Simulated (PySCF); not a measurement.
**[ReF4]+: other spin states, a change of charge and excitations**

How does [ReF4]+ respond at fixed geometry? The runs cover other spin states, a change of charge and excitations. It is a constructed species; whether it can be made isn't addressed.

Method: TPSS, Re def2-SVP with ECP60, F def2-SVP; scalar-relativistic core potentials, no spin–orbit coupling; program: PySCF 2.14.0.

2 further runs of the same task are left out: 2 for a known fault of the program.

## 1. Starting geometry

5 atoms, charge 1, spin multiplicity 1.

Bond lengths: Re1–F2 1.797 Å, Re1–F3 1.797 Å, Re1–F4 1.797 Å, Re1–F5 1.797 Å. Angles: F2–Re1–F3 95.2°, F2–Re1–F4 144.8°, F2–Re1–F5 95.2°, F3–Re1–F4 95.2°, F3–Re1–F5 144.8°, F4–Re1–F5 95.2°.

As a file:

```
Re    0.0000    0.0000    0.0000
F     1.7128    0.0000   -0.5433
F     0.0000    1.7128    0.5433
F    -1.7128    0.0000   -0.5433
F     0.0000   -1.7128    0.5433
```

Formal oxidation states: Re +5. An earlier session relaxed this geometry at TPSS, Re def2-SVP with ECP60, F def2-SVP (singlet, point group D2d).

Its energy there is -477.126082 Eh.

## 2. Multiplicity 3 at the relaxed geometry

run.py (the lines that set the calculation)

```python
mol = gto.M(atom='''
Re     0.00000     0.00000     0.00000
F      1.71285     0.00000    -0.54327
F      0.00000     1.71285     0.54327
F     -1.71285     0.00000    -0.54327
F      0.00000    -1.71285     0.54327''',
    basis={'Re': 'def2-SVP', 'F': 'def2-SVP'},
    ecp={'Re': 'def2-SVP'},
    charge=1, spin=2)
mf = dft.UKS(mol, xc='TPSS')
mf.grids.atom_grid = (50, 194)
mf = mf.density_fit()  # fitting sets: Re def2-universal-JKFIT, F def2-universal-JKFIT
mf.conv_tol = 1e-08; mf.max_cycle = 55
mf.kernel(dm0)  # dm0: free metal ions and neutral atoms
```

On the command line:

```sh
> OMP_NUM_THREADS=2 python run.py
```

Log:

```text
init E= -488.256405006717
cycle= 1 E= -474.32302090623  delta_E= 13.9  |g|= 2.77  |ddm|= 3.17
cycle= 2 E= -469.527073193721  delta_E=  4.8  |g|= 3.88  |ddm|= 5.29
cycle= 3 E= -477.038240802738  delta_E= -7.51  |g|= 0.399  |ddm|= 4.39
  HOMO = -0.482043201986  LUMO = -0.459990431508  gap/eV = 0.60009
cycle= 4 E= -476.376410664357  delta_E= 0.662  |g|= 1.38  |ddm|= 1.83
  HOMO = -0.460428812788  LUMO = -0.452976297731  gap/eV = 0.20279
cycle= 5 E= -477.07406946502  delta_E= -0.698  |g|= 0.262  |ddm|= 0.759
  HOMO = -0.477211061065  LUMO = -0.468875543385  gap/eV = 0.22682
cycle= 6 E= -477.092816569631  delta_E= -0.0187  |g|= 0.159  |ddm|= 1.56
  HOMO = -0.472126564825  LUMO = -0.461129247835  gap/eV = 0.29925
cycle= 7 E= -477.104754496902  delta_E= -0.0119  |g|= 0.0387  |ddm|= 1.02
  HOMO = -0.471751513683  LUMO = -0.460004598895  gap/eV = 0.31965
cycle= 8 E= -477.105615586553  delta_E= -0.000861  |g|= 0.023  |ddm|= 0.0568
  HOMO = -0.475881172691  LUMO = -0.460632540022  gap/eV = 0.41494
cycle= 9 E= -477.106174774024  delta_E= -0.000559  |g|= 0.0135  |ddm|= 0.111
  HOMO = -0.475148778742  LUMO = -0.459786845763  gap/eV = 0.41802
cycle= 10 E= -477.106236141484  delta_E= -6.14e-05  |g|= 0.00738  |ddm|= 0.0107
  HOMO = -0.475869380999  LUMO = -0.460443462195  gap/eV = 0.41976
cycle= 11 E= -477.106253243819  delta_E= -1.71e-05  |g|= 0.00535  |ddm|= 0.0145
  HOMO = -0.475847273593  LUMO = -0.460432369514  gap/eV = 0.41946
cycle= 12 E= -477.106262258291  delta_E= -9.01e-06  |g|= 0.00316  |ddm|= 0.00714
  HOMO = -0.475845205543  LUMO = -0.46041155915  gap/eV = 0.41997
cycle= 13 E= -477.106266688097  delta_E= -4.43e-06  |g|= 0.000865  |ddm|= 0.00744
  HOMO = -0.475867198695  LUMO = -0.460432063135  gap/eV = 0.42001
cycle= 14 E= -477.106266977678  delta_E= -2.9e-07  |g|= 0.000394  |ddm|= 0.00191
  HOMO = -0.475874305739  LUMO = -0.460430286789  gap/eV = 0.42025
cycle= 15 E= -477.106267048109  delta_E= -7.04e-08  |g|= 7.44e-05  |ddm|= 0.00126
  HOMO = -0.47587136279  LUMO = -0.460427866232  gap/eV = 0.42024
cycle= 16 E= -477.106267050828  delta_E= -2.72e-09  |g|= 5.42e-06  |ddm|= 0.000211
  HOMO = -0.475871797206  LUMO = -0.460427823126  gap/eV = 0.42025
Extra cycle  E= -477.106267050748  delta_E= 8.07e-11  |g|= 1.57e-05  |ddm|= 2.89e-05
converged SCF energy = -477.106267050748  <S^2> = 2.0052969  2S+1 = 3.0035292
```

Wall time 4.6 s (2 threads of Arm Neoverse V2, shared host).

It gives: E = -477.106267 Eh (+0.539 eV from the relaxed state), HOMO -12.95 eV, LUMO -12.72 eV (over both spins), ⟨S²⟩ = 2.005, Mulliken charge on Re1 +1.58 e. 

## 3. Multiplicity 5 at the relaxed geometry

Changes to run.py (the lines that set the calculation) since step 2:

```diff
@@ -8,3 +8,3 @@
     ecp={'Re': 'def2-SVP'},
-    charge=1, spin=2)
+    charge=1, spin=4)
 mf = dft.UKS(mol, xc='TPSS')
```

On the command line:

```sh
> OMP_NUM_THREADS=2 python run.py
```

Log:

```text
init E= -488.337161833405
cycle= 1 E= -474.358249509108  delta_E=   14  |g|= 2.66  |ddm|=  3.2
cycle= 2 E= -468.732455016891  delta_E= 5.63  |g|= 3.98  |ddm|= 5.51
cycle= 3 E= -476.614993363337  delta_E= -7.88  |g|= 0.793  |ddm|= 4.67
cycle= 4 E= -475.453856785536  delta_E= 1.16  |g|= 1.92  |ddm|= 2.18
cycle= 5 E= -476.702753719908  delta_E= -1.25  |g|= 0.638  |ddm|= 0.952
cycle= 6 E= -476.900760964818  delta_E= -0.198  |g|= 0.26  |ddm|= 1.86
cycle= 7 E= -476.927471034485  delta_E= -0.0267  |g|= 0.108  |ddm|= 0.208
cycle= 8 E= -476.932818439739  delta_E= -0.00535  |g|= 0.0447  |ddm|= 0.107
cycle= 9 E= -476.933782436698  delta_E= -0.000964  |g|= 0.0117  |ddm|= 0.156
cycle= 10 E= -476.933847705238  delta_E= -6.53e-05  |g|= 0.00618  |ddm|= 0.0277
cycle= 11 E= -476.933894518444  delta_E= -4.68e-05  |g|= 0.00763  |ddm|= 0.0921
cycle= 12 E= -476.933899409784  delta_E= -4.89e-06  |g|= 0.00774  |ddm|= 0.00941
cycle= 13 E= -476.933907673112  delta_E= -8.26e-06  |g|= 0.0077  |ddm|= 0.0122
cycle= 14 E= -476.933851919049  delta_E= 5.58e-05  |g|= 0.00706  |ddm|= 0.0944
cycle= 15 E= -476.933724344898  delta_E= 0.000128  |g|= 0.0108  |ddm|= 0.185
cycle= 16 E= -476.933600681125  delta_E= 0.000124  |g|= 0.0164  |ddm|= 0.156
cycle= 17 E= -476.93361403754  delta_E= -1.34e-05  |g|= 0.0157  |ddm|= 0.0157
cycle= 18 E= -476.933429819259  delta_E= 0.000184  |g|= 0.0243  |ddm|= 0.0412
cycle= 19 E= -476.933671251876  delta_E= -0.000241  |g|= 0.0116  |ddm|= 0.0346
cycle= 20 E= -476.933736063928  delta_E= -6.48e-05  |g|= 0.00247  |ddm|= 0.0208
cycle= 21 E= -476.93373450468  delta_E= 1.56e-06  |g|= 0.001  |ddm|= 0.0614
cycle= 22 E= -476.933734474613  delta_E= 3.01e-08  |g|= 0.000997  |ddm|= 0.012
cycle= 23 E= -476.933734610291  delta_E= -1.36e-07  |g|= 0.000882  |ddm|= 0.00509
cycle= 24 E= -476.933734990218  delta_E= -3.8e-07  |g|= 0.000105  |ddm|= 0.0026
cycle= 25 E= -476.933734982681  delta_E= 7.54e-09  |g|= 3.91e-05  |ddm|= 0.00456
Extra cycle  E= -476.933734964855  delta_E= 1.78e-08  |g|= 0.000205  |ddm|= 0.000256
converged SCF energy = -476.933734964855  <S^2> = 6.0082876  2S+1 = 5.003314
```

It took 7.3 s on 2 threads of Arm Neoverse V2, shared host.

It gives: E = -476.933735 Eh (+5.234 eV from the relaxed state), HOMO -12.20 eV, LUMO -17.04 eV (over both spins), ⟨S²⟩ = 6.008, Mulliken charge on Re1 +1.40 e. An empty level of one spin lies below a filled level of the other.

## 4. One electron removed, multiplicity 2

Changes to run.py (the lines that set the calculation) since step 3:

```diff
@@ -8,3 +8,3 @@
     ecp={'Re': 'def2-SVP'},
-    charge=1, spin=4)
+    charge=2, spin=1)
 mf = dft.UKS(mol, xc='TPSS')
@@ -13,2 +13,2 @@
 mf.conv_tol = 1e-08; mf.max_cycle = 55
-mf.kernel(dm0)  # dm0: free metal ions and neutral atoms
+mf.kernel(dm0)  # dm0: the density of the relaxed state
```

On the command line:

```sh
> OMP_NUM_THREADS=2 python run.py
```

Log:

```text
init E= -477.130151863322
  HOMO = -0.504070603607  LUMO = -0.496682086642  gap/eV = 0.20105
cycle= 1 E= -476.432950259388  delta_E= 0.697  |g|= 0.326  |ddm|= 1.14
  HOMO = -0.91164731816  LUMO = -0.870836629666  gap/eV = 1.11052
cycle= 2 E= -475.649892126052  delta_E= 0.783  |g|= 1.48  |ddm|= 1.27
  HOMO = -0.868731801493  LUMO = -0.807552924164  gap/eV = 1.66476
cycle= 3 E= -476.482577134677  delta_E= -0.833  |g|= 0.138  |ddm|= 0.937
  HOMO = -0.837180938822  LUMO = -0.773867926983  gap/eV = 1.72283
cycle= 4 E= -476.489031886923  delta_E= -0.00645  |g|= 0.0237  |ddm|= 0.118
  HOMO = -0.835358464214  LUMO = -0.76939244859  gap/eV = 1.79503
cycle= 5 E= -476.489276965246  delta_E= -0.000245  |g|= 0.00372  |ddm|= 0.0211
  HOMO = -0.835779038756  LUMO = -0.769235792449  gap/eV = 1.81073
cycle= 6 E= -476.489285350532  delta_E= -8.39e-06  |g|= 0.002  |ddm|= 0.00587
  HOMO = -0.835804800039  LUMO = -0.769216397719  gap/eV = 1.81196
cycle= 7 E= -476.489286073174  delta_E= -7.23e-07  |g|= 0.00168  |ddm|= 0.00258
  HOMO = -0.835836706439  LUMO = -0.769176070586  gap/eV = 1.81393
cycle= 8 E= -476.489287266011  delta_E= -1.19e-06  |g|= 0.000675  |ddm|= 0.00194
  HOMO = -0.835835485786  LUMO = -0.769174679322  gap/eV = 1.81393
cycle= 9 E= -476.489287434474  delta_E= -1.68e-07  |g|= 0.000173  |ddm|= 0.000569
  HOMO = -0.83582797129  LUMO = -0.769173837279  gap/eV = 1.81375
cycle= 10 E= -476.489287447008  delta_E= -1.25e-08  |g|= 9e-06  |ddm|= 0.000145
  HOMO = -0.835825933836  LUMO = -0.769172629042  gap/eV = 1.81373
cycle= 11 E= -476.489287447045  delta_E= -3.67e-11  |g|= 1.9e-06  |ddm|= 1.2e-05
  HOMO = -0.835826131141  LUMO = -0.769172890484  gap/eV = 1.81373
Extra cycle  E= -476.489287447017  delta_E= 2.77e-11  |g|= 8.55e-06  |ddm|= 6.97e-06
converged SCF energy = -476.489287447017  <S^2> = 0.75330115  2S+1 = 2.0032984
```

Run time: 3.4 s. Hardware: 2 threads of Arm Neoverse V2, shared host.

It gives: E = -476.489287 Eh (+17.328 eV from the relaxed state), HOMO -22.74 eV, LUMO -20.93 eV (over both spins), ⟨S²⟩ = 0.753, Mulliken charge on Re1 +1.93 e. 

## 5. One electron added, multiplicity 2

Changes to run.py (the lines that set the calculation) since step 4:

```diff
@@ -8,3 +8,3 @@
     ecp={'Re': 'def2-SVP'},
-    charge=2, spin=1)
+    charge=0, spin=1)
 mf = dft.UKS(mol, xc='TPSS')
```

On the command line:

```sh
> OMP_NUM_THREADS=2 python run.py
```

Log:

```text
init E= -477.129838880412
  HOMO = -0.475889067992  LUMO = -0.467381574252  gap/eV = 0.23150
cycle= 1 E= -477.400582565145  delta_E= -0.271  |g|= 0.324  |ddm|= 1.11
  HOMO = -0.0690293372634  LUMO = -0.0364710643932  gap/eV = 0.88596
cycle= 2 E= -477.297676038018  delta_E= 0.103  |g|= 0.552  |ddm|=  1.1
  HOMO = -0.176811506249  LUMO = -0.14005549235  gap/eV = 1.00018
cycle= 3 E= -477.439321823283  delta_E= -0.142  |g|= 0.228  |ddm|= 0.791
  HOMO = -0.188405792  LUMO = -0.14795974274  gap/eV = 1.10059
cycle= 4 E= -477.456642633405  delta_E= -0.0173  |g|= 0.00915  |ddm|= 0.135
  HOMO = -0.188845329804  LUMO = -0.145727855658  gap/eV = 1.17329
cycle= 5 E= -477.456680369838  delta_E= -3.77e-05  |g|= 0.00103  |ddm|= 0.0132
  HOMO = -0.188900508023  LUMO = -0.14571540355  gap/eV = 1.17513
cycle= 6 E= -477.45668154417  delta_E= -1.17e-06  |g|= 0.000261  |ddm|= 0.00221
  HOMO = -0.188915286867  LUMO = -0.14566327479  gap/eV = 1.17695
cycle= 7 E= -477.45668163407  delta_E= -8.99e-08  |g|= 0.000112  |ddm|= 0.000669
  HOMO = -0.188925683508  LUMO = -0.145667913032  gap/eV = 1.17710
cycle= 8 E= -477.456681632552  delta_E= 1.52e-09  |g|= 0.000143  |ddm|= 0.000185
  HOMO = -0.188926955041  LUMO = -0.14566560645  gap/eV = 1.17720
cycle= 9 E= -477.45668164004  delta_E= -7.49e-09  |g|= 7.22e-06  |ddm|= 0.000102
  HOMO = -0.188925185843  LUMO = -0.145664853498  gap/eV = 1.17717
Extra cycle  E= -477.456681639958  delta_E= 8.22e-11  |g|= 1.71e-05  |ddm|= 1.96e-05
converged SCF energy = -477.456681639958  <S^2> = 0.75250438  2S+1 = 2.0025028
```

Run time: 2.9 s. Hardware: 2 threads of Arm Neoverse V2, shared host.

It gives: E = -477.456682 Eh (-8.996 eV from the relaxed state), HOMO -5.14 eV, LUMO -4.34 eV (over both spins), ⟨S²⟩ = 0.753, Mulliken charge on Re1 +1.05 e. 

## 6. Singlet excitations, Tamm-Dancoff PBE0

Changes to run.py (the lines that set the calculation) since step 5:

```diff
@@ -8,4 +8,4 @@
     ecp={'Re': 'def2-SVP'},
-    charge=0, spin=1)
-mf = dft.UKS(mol, xc='TPSS')
+    charge=1, spin=0)
+mf = dft.RKS(mol, xc='PBE0')
 mf.grids.atom_grid = (50, 194)
```

On the command line:

```sh
> OMP_NUM_THREADS=2 python run.py
```

Log:

```text
init E= -476.658232472818
  HOMO = -0.551510949009664  LUMO = -0.440327356202722  gap/eV = 3.02546
cycle= 1 E= -476.658584461228  delta_E= -0.000352  |g|= 0.146  |ddm|= 0.233
  HOMO = -0.592025977522312  LUMO = -0.47456890939743  gap/eV = 3.19617
cycle= 2 E= -476.632975555258  delta_E= 0.0256  |g|= 0.398  |ddm|= 0.395
  HOMO = -0.569562622025792  LUMO = -0.45579009746622  gap/eV = 3.09591
cycle= 3 E= -476.662947709326  delta_E= -0.03  |g|= 0.0134  |ddm|= 0.267
  HOMO = -0.566731962820594  LUMO = -0.452451540955899  gap/eV = 3.10973
cycle= 4 E= -476.66298138069  delta_E= -3.37e-05  |g|= 0.00155  |ddm|= 0.0147
  HOMO = -0.566846536611301  LUMO = -0.452436403264723  gap/eV = 3.11326
cycle= 5 E= -476.662982185789  delta_E= -8.05e-07  |g|= 0.00023  |ddm|= 0.00288
  HOMO = -0.566858877920556  LUMO = -0.452440858527169  gap/eV = 3.11347
cycle= 6 E= -476.662982200055  delta_E= -1.43e-08  |g|= 2.71e-05  |ddm|= 0.000338
  HOMO = -0.5668566973781  LUMO = -0.452437987295198  gap/eV = 3.11349
cycle= 7 E= -476.662982200295  delta_E= -2.4e-10  |g|= 2.63e-05  |ddm|= 7.38e-05
  HOMO = -0.566855002087085  LUMO = -0.452436608277026  gap/eV = 3.11348
Extra cycle  E= -476.66298219975  delta_E= 5.45e-10  |g|= 6.08e-05  |ddm|= 5.7e-05
converged SCF energy = -476.66298219975
```

Run time: 22 s. Hardware: 2 threads of Arm Neoverse V2, shared host.

Read off: E = -476.662982 Eh, HOMO -15.42 eV, LUMO -12.31 eV, Mulliken charge on Re1 +1.64 e. 

Singlet excitations:

| state | energy (eV) | oscillator strength |
| --- | --- | --- |
| 1 | 0.75 | 0.0000 |
| 2 | 1.41 | 0.0001 |
| 3 | 1.41 | 0.0001 |
| 4 | 5.22 | 0.0102 |
| 5 | 6.18 | 0.0044 |
| 6 | 6.18 | 0.0044 |
| 7 | 6.26 | 0.0000 |
| 8 | 6.39 | 0.0059 |

## 7. Results

| state | energy from the relaxed state (eV) | ⟨S²⟩ | time |
| --- | --- | --- | --- |
| charge +1, singlet, vacuum (relaxed) | 0 | 0.00 |  |
| charge 0, doublet, vacuum | -9.00 | 0.75 | 2.9 s |
| charge +1, triplet, vacuum | 0.54 | 2.01 | 4.6 s |
| charge +1, quintet, vacuum | 5.23 | 6.01 | 7.3 s |
| charge +2, doublet, vacuum | 17.33 | 0.75 | 3.4 s |

An electron taken off or put on is at rest in vacuum. 

In the excitation run (PBE0), the lowest singlet lies at 0.75 eV (gaps between orbitals at other levels can't be set against it), and the brightest of the eight at 5.22 eV (f = 0.010); spin–orbit coupling would mix in triplets. Removing an electron vertically costs 17.33 eV (doublet), against −HOMO = 13.62 eV. Adding an electron vertically releases 9.00 eV (doublet). The triplet lies 0.54 eV above at this geometry. The bases are small and lack diffuse functions. Spin–orbit coupling is left out.
